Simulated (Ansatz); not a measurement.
# Co: the cost of one run

Computed with Ansatz 0.2.0 (DFT PBE, scalar-relativistic, plane waves, PAW, unless a step's input says otherwise).

### Step 1. Starting point

Symmetry: P6_3/mmc, No. 194, hexagonal system. Conventional cell: a = 2.519 Å, b = 2.519 Å, c = 4.091 Å, α = 90.00°, β = 90.00°, γ = 120.00°. Co (site symmetry -6m2) is surrounded by 12 Co at 2.51 to 2.52 Å.

Structure file:

```
CELL_PARAMETERS angstrom
2.51900 0.00000 0.00000
-1.25950 2.18152 0.00000
0.00000 0.00000 4.09100
ATOMIC_POSITIONS crystal
Co 0.33333 0.66667 0.25000
Co 0.66667 0.33333 0.75000
```

### Step 2. Single point

Contents of input.yaml:

```yaml
crystal:
  lattice:
    - [2.5190008694, 0.0, 0.0]
    - [-1.2595004347, 2.1815187451, 0.0]
    - [0.0, 0.0, 4.091]
  atoms:
    - { symbol: Co, position: [0.3333333333, 0.6666666667, 0.25], spin: 3.0 }
    - { symbol: Co, position: [0.6666666667, 0.3333333333, 0.75], spin: 3.0 }
basis:
  ecutwfc: 520.0
kpoints:
  mp_grid: { grid: [9, 9, 4] }
hamiltonian:
  xc: pbe
  pseudopotentials: { kind: paw, azcp: { folder: soft_1 } }
scf:
  occupations: { method: gaussian, width: 0.1 }
  lower_state_search: "off"
output:
  forces: true
  stress: true
  eigenvalues: true
  populations: true
magnetization:
  spin_polarized: true
```

Started as:

```bash
> ansatz run input.yaml --threads 4 --pin off --max-ram 8192MiB --backend cpu --events-out ev --progress --plain --runs-dir out
```

Q: Estimate wall time and peak memory on 4 threads of Arm Neoverse N1, shared host.

About 2.6 s, with a peak of 0.3 GiB.
